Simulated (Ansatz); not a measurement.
# CH₄Cl₃InO: a ladder of functionals and wavefunction methods

One table from this session's results is given with a row withheld; the runs are named, their logs left out.

Computed with Ansatz 0.2.0, Gaussian basis. Level: functionals in def2-TZVPP, the program's frozen cores in correlated methods.

Plan: LDA (SPW92), PBE-D4, revPBE-D4, BLYP-D4, r2SCAN-D4, B97M-V, PBE0-D4, B3LYP-D4, r2SCANh-D4, r2SCAN0-D4, HSE06-D4, BHLYP-D4, CAM-B3LYP-D4, LC-ωPBE, ωB97X-V, ωB97M-V, B2PLYP, PBE-QIDH; CCSD(T)/def2-SVP; MP2/def2-TZVPP; MP2/def2-QZVPP; RPA on PBE.

## The geometry

All runs share one geometry, relaxed beforehand with PBE0-D4 in a triple-zeta def2 set. In takes the def2 core potential; no spin-orbit term is included.

SMILES `C[OH+][In-]([Cl])([Cl])[Cl]`, 10 atoms, charge 0, spin multiplicity 1.

Atoms are counted from 1 here; the program's logs count them from 0.

Bond lengths: C1–O2 1.434 Å, C1–H7 1.090 Å, C1–H8 1.091 Å, C1–H9 1.088 Å, O2–In3 2.265 Å, O2–H10 0.965 Å, In3–Cl4 2.322 Å, In3–Cl5 2.327 Å, In3–Cl6 2.308 Å. Angles: O2–C1–H7 109.4°, O2–C1–H8 110.9°, O2–C1–H9 106.7°, H7–C1–H8 110.9°, H7–C1–H9 109.4°, H8–C1–H9 109.4°, C1–O2–In3 123.5°, C1–O2–H10 110.9°, In3–O2–H10 107.6°, O2–In3–Cl4 97.8°, O2–In3–Cl5 89.5°, O2–In3–Cl6 102.5°, Cl4–In3–Cl5 117.8°, Cl4–In3–Cl6 117.9°, Cl5–In3–Cl6 120.4°.

The first run:

in.yaml reads:

```yaml
crystal:
  periodic: [false, false, false]
  atoms:
    - {symbol: C, position_ang: [0.477719, -1.231054, 0.804559]}
    - {symbol: O, position_ang: [0.759282, 0.035198, 0.192649]}
    - {symbol: In, position_ang: [-0.826292, 1.345446, -0.756070]}
    - {symbol: Cl, position_ang: [-2.348273, -0.328914, -1.276479]}
    - {symbol: Cl, position_ang: [0.700846, 1.973291, -2.396144]}
    - {symbol: Cl, position_ang: [-1.363337, 2.798403, 0.954985]}
    - {symbol: H, position_ang: [1.379530, -1.608501, 1.287268]}
    - {symbol: H, position_ang: [0.102041, -1.944133, 0.069734]}
    - {symbol: H, position_ang: [-0.286521, -1.050931, 1.557283]}
    - {symbol: H, position_ang: [1.488103, -0.040005, -0.434683]}
basis:
  gaussian: {orbitals: def2-TZVPP}
hamiltonian: {xc: lda}
output: {orbitals: {seedname: orbitals}}
```

Started as:

```bash
ansatz run in.yaml --threads 4 --pin off --events-out ev --progress --plain --max-ram 11315MiB
```

Steps of the session up to this table: LDA; PBE-D4 (GGA); revPBE-D4 (GGA); BLYP-D4 (GGA); r2SCAN-D4 (meta-GGA); B97M-V (meta-GGA); PBE0-D4 (hybrid); B3LYP-D4 (hybrid); r2SCANh-D4 (hybrid); r2SCAN0-D4 (hybrid); HSE06-D4 (hybrid); BHLYP-D4 (hybrid); CAM-B3LYP-D4 (range-separated); LC-ωPBE (range-separated); ωB97X-V (range-separated); ωB97M-V (range-separated); B2PLYP (double hybrid); PBE-QIDH (double hybrid).

One of the session's tables, all rows but one given; the rest of the session is left out.

It belongs to the step «Orbital energies across the functionals». 

| functional | HOMO (eV) | LUMO (eV) | gap (eV) |
| --- | --- | --- | --- |
| LDA (SPW92) | -7.58 | -3.14 | 4.43 |
| PBE-D4 | -7.42 | -2.80 | 4.61 |
| revPBE-D4 | -7.36 | -2.67 | 4.68 |
| BLYP-D4 | -7.24 | -2.74 | 4.50 |
| r2SCAN-D4 | ? | ? | ? |
| B97M-V | -7.86 | -2.56 | 5.30 |
| PBE0-D4 | -8.85 | -1.89 | 6.96 |
| B3LYP-D4 | -8.54 | -2.19 | 6.36 |
| r2SCANh-D4 | -8.32 | -2.25 | 6.07 |
| r2SCAN0-D4 | -9.10 | -1.75 | 7.35 |
| HSE06-D4 | -8.44 | -2.26 | 6.19 |
| BHLYP-D4 | -10.10 | -0.94 | 9.16 |
| CAM-B3LYP-D4 | -10.22 | -0.90 | 9.32 |
| LC-ωPBE | -11.68 | 0.40 | 12.08 |
| ωB97X-V | -11.29 | 0.23 | 11.52 |
| ωB97M-V | -11.13 | 0.09 | 11.21 |

Q: Estimate the row for r2SCAN-D4 from the others.

Worked estimate for «HOMO (eV)». Against the share of exact exchange, r2SCANh-D4 (0.1, -8.32), r2SCAN0-D4 (0.25, -9.10) give a slope of -5.20 per unit share; at 0 the line stands at -7.80.

As computed: HOMO (eV): -7.80; LUMO (eV): -2.57; gap (eV): 5.22. In «HOMO (eV)» the line misses by 0.00.
